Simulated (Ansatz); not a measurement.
**C₂H₃O₃Si radical: how energies converge with the basis set**

An exercise on one series of results from a longer session: the logs are not shown, and one member is left open.

Computed with Ansatz 0.2.0, Gaussian basis. Level: one geometry, several basis sets.

Plan: PBE0-D4/def2-SVP; ωB97M-V/def2-SVP; PBE0-D4/def2-QZVPP; ωB97M-V/def2-QZVPP; the functionals' def2-TZVPP values are taken from earlier runs.

## The geometry

An earlier PBE0-D4 in a triple-zeta def2 set relaxation fixed the geometry.

SMILES `[C]#C[Si](O)(O)O`, 9 atoms, charge 0, spin multiplicity 2.

Atoms are counted from 1 here; the program's logs count them from 0.

Bond lengths: C1–C2 1.213 Å, C2–Si3 1.835 Å, Si3–O4 1.623 Å, Si3–O5 1.623 Å, Si3–O6 1.623 Å, O4–H7 0.958 Å, O5–H8 0.958 Å, O6–H9 0.958 Å. Angles: C1–C2–Si3 180.0°, C2–Si3–O4 109.6°, C2–Si3–O5 109.6°, C2–Si3–O6 109.5°, O4–Si3–O5 109.4°, O4–Si3–O6 109.4°, O5–Si3–O6 109.4°, Si3–O4–H7 118.4°, Si3–O5–H8 118.4°, Si3–O6–H9 118.4°.

The first run:

in.yaml

```yaml
crystal:
  periodic: [false, false, false]
  atoms:
    - {symbol: C, position_ang: [1.915464, -1.943839, 0.552311]}
    - {symbol: C, position_ang: [1.082821, -1.095826, 0.309871]}
    - {symbol: Si, position_ang: [-0.177953, 0.186731, -0.056298]}
    - {symbol: O, position_ang: [0.511387, 1.654868, -0.012521]}
    - {symbol: O, position_ang: [-0.802507, -0.070249, -1.531600]}
    - {symbol: O, position_ang: [-1.362622, 0.114733, 1.050038]}
    - {symbol: H, position_ang: [1.256531, 1.825922, -0.589970]}
    - {symbol: H, position_ang: [-1.206271, -0.919733, -1.714032]}
    - {symbol: H, position_ang: [-1.128348, 0.201293, 1.975001]}
basis:
  gaussian: {orbitals: def2-SVP}
magnetization: {spin_polarized: true, initial_magnetization: 1}
hamiltonian: {xc: pbe0, dispersion: d4}
output: {orbitals: {seedname: orbitals}}
```

Started as:

```console
$ ansatz run in.yaml --threads 2 --pin off --events-out ev --progress --plain --max-ram 32768MiB --backend cpu
```

Among the steps run: PBE0-D4 in def2-SVP; ωB97M-V in def2-SVP; PBE0-D4 in def2-QZVPP; ωB97M-V in def2-QZVPP.

One of the session's tables, all rows but one given; the rest of the session is left out.

It belongs to the step «Functionals by basis». 

```
functional       basis  HOMO (eV)  LUMO (eV)
   PBE0-D4    def2-SVP      -8.36      -4.62
   PBE0-D4  def2-TZVPP      -8.47      -4.80
   PBE0-D4  def2-QZVPP      -8.50      -4.83
   ωB97M-V    def2-SVP          ?          ?
   ωB97M-V  def2-TZVPP     -10.76      -2.99
   ωB97M-V  def2-QZVPP     -10.79      -3.05
```

**Question.** Estimate the row for ωB97M-V, def2-SVP.

As computed: HOMO (eV): -10.62; LUMO (eV): -2.70. In the column «HOMO (eV)» it lies between ωB97M-V, def2-TZVPP (-10.76) and PBE0-D4, def2-QZVPP (-8.50).
